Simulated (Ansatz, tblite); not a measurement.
# [In(H2O)6]3+ (InH12O6 (+3)): rung by rung

An exercise on one series of results from a longer session: the logs are not shown, and one member is left open.

Computed with Ansatz 0.2.0, Gaussian basis. Level: as each input shows.

Levels to be run: GFN1-xTB, GFN2-xTB, PBE-D4/def2-TZVP, r2SCAN-D4/def2-TZVP, ωB97M-V/def2-TZVP, ωB97X-V/def2-TZVP, LDA/def2-TZVP, PBE-D4/def2-SVP, PBE0-D4/def2-SVP, CCSD(T)/def2-SVP, MP2/def2-TZVP, RPA/def2-TZVP.

3 further runs of the same task are left out: 3 set aside as unsound or not needed. Runs told in other sessions of the task aren't counted.

## The geometry

The singlet was relaxed beforehand with PBE-D4/def2-SVP.

19 atoms, charge 3, spin multiplicity 1.

Bond lengths: In1–O2 2.216 Å, In1–O5 2.216 Å, In1–O8 2.216 Å, In1–O11 2.216 Å, In1–O14 2.216 Å, In1–O17 2.216 Å, O2–H3 0.986 Å, O2–H4 0.987 Å, O5–H6 0.987 Å, O5–H7 0.986 Å, O8–H9 0.987 Å, O8–H10 0.986 Å, O11–H12 0.986 Å, O11–H13 0.987 Å, O14–H15 0.987 Å, O14–H16 0.986 Å, O17–H18 0.987 Å, O17–H19 0.986 Å. Angles: O2–In1–O5 178.2°, O2–In1–O8 85.5°, O2–In1–O11 93.4°, O2–In1–O14 85.6°, O2–In1–O17 95.7°, O5–In1–O8 95.6°, O5–In1–O11 85.6°, O5–In1–O14 93.1°, O5–In1–O17 85.6°, O8–In1–O11 178.2°, O8–In1–O14 85.6°, O8–In1–O17 93.3°, O11–In1–O14 95.7°, O11–In1–O17 85.5°, O14–In1–O17 178.2°, In1–O2–H3 129.2°, In1–O2–H4 121.7°, H3–O2–H4 106.1° and more.

In takes a core potential in the def2 sets. No spin-orbit coupling is included. The ion is computed in the gas phase, without counter-ions or solvent.

PBE0-D4/def2-TZVP was run before; its log isn't repeated, and its numbers join the tables.

Set-up of the first run:

Tight binding, by tblite at 300 K electronic temperature and without a spin-polarisation term:

```python
tblite.interface.Calculator('GFN1-xTB', numbers, positions, charge=3, uhf=0).singlepoint()
```

Tight binding, by tblite at 300 K electronic temperature and without a spin-polarisation term:

```python
tblite.interface.Calculator('GFN2-xTB', numbers, positions, charge=3, uhf=0).singlepoint()
```

start.molden holds the orbitals of an earlier run on this state, given as this run's starting guess.

Input file in.yaml:

```yaml
crystal:
  periodic: [false, false, false]
  atoms:
    - {symbol: In, position_ang: [-0.000250, -0.000343, 0.000461]}
    - {symbol: O, position_ang: [0.017993, 0.380525, 2.183701]}
    - {symbol: H, position_ang: [-0.695923, 0.233482, 2.847703]}
    - {symbol: H, position_ang: [0.860736, 0.432529, 2.694091]}
    - {symbol: O, position_ang: [-0.066967, -0.332006, -2.189790]}
    - {symbol: H, position_ang: [0.071995, -1.225751, -2.583899]}
    - {symbol: H, position_ang: [0.075243, 0.314660, -2.920438]}
    - {symbol: O, position_ang: [2.197397, 0.264040, 0.113527]}
    - {symbol: H, position_ang: [2.624055, 1.137789, -0.053700]}
    - {symbol: H, position_ang: [2.910352, -0.410844, 0.021568]}
    - {symbol: O, position_ang: [-2.194117, -0.309569, -0.059705]}
    - {symbol: H, position_ang: [-2.869866, -0.110360, 0.630139]}
    - {symbol: H, position_ang: [-2.685171, -0.378204, -0.912688]}
    - {symbol: O, position_ang: [-0.083782, 2.204286, -0.209084]}
    - {symbol: H, position_ang: [-0.199653, 2.795647, 0.572105]}
    - {symbol: H, position_ang: [-0.319180, 2.744977, -0.999330]}
    - {symbol: O, position_ang: [0.129985, -2.206877, 0.159896]}
    - {symbol: H, position_ang: [-0.672406, -2.765858, 0.290701]}
    - {symbol: H, position_ang: [0.899561, -2.768133, 0.414731]}
basis:
  gaussian: {orbitals: def2-TZVP, initial_orbitals: start.molden}
total_charge: 3
hamiltonian: {xc: pbe, dispersion: d4}
scf: {omitted_lower_state_checks: [starts]}
output: {orbitals: {seedname: orbitals}}
```

Command:

```
ansatz run in.yaml --threads 4 --pin off --events-out ev --progress --plain --max-ram 8704MiB
```

Among the steps run: PBE-D4/def2-TZVP; r2SCAN-D4/def2-TZVP; ωB97M-V/def2-TZVP; ωB97X-V/def2-TZVP; LDA/def2-TZVP; PBE-D4/def2-SVP; PBE0-D4/def2-SVP; CCSD(T)/def2-SVP; MP2/def2-TZVP; RPA/def2-TZVP.

One table of the session follows, with a row left open; its other results are not shown here.

```
              level  HOMO (eV)  LUMO (eV)  gap (eV)
      LDA/def2-TZVP          ?          ?         ?
    PBE-D4/def2-SVP     -21.05     -16.00      5.06
   PBE-D4/def2-TZVP     -21.21     -16.12      5.08
r2SCAN-D4/def2-TZVP     -21.65     -15.77      5.88
   PBE0-D4/def2-SVP     -23.03     -14.95      8.08
  PBE0-D4/def2-TZVP     -23.11     -15.05      8.06
  ωB97X-V/def2-TZVP     -25.72     -12.73     12.99
  ωB97M-V/def2-TZVP     -25.63     -12.87     12.76
```

Estimate the missing values for LDA/def2-TZVP.

As computed: HOMO (eV): -21.34; LUMO (eV): -16.37; gap (eV): 4.97. In the column «HOMO (eV)» it lies between r2SCAN-D4/def2-TZVP (-21.65) and PBE-D4/def2-TZVP (-21.21).
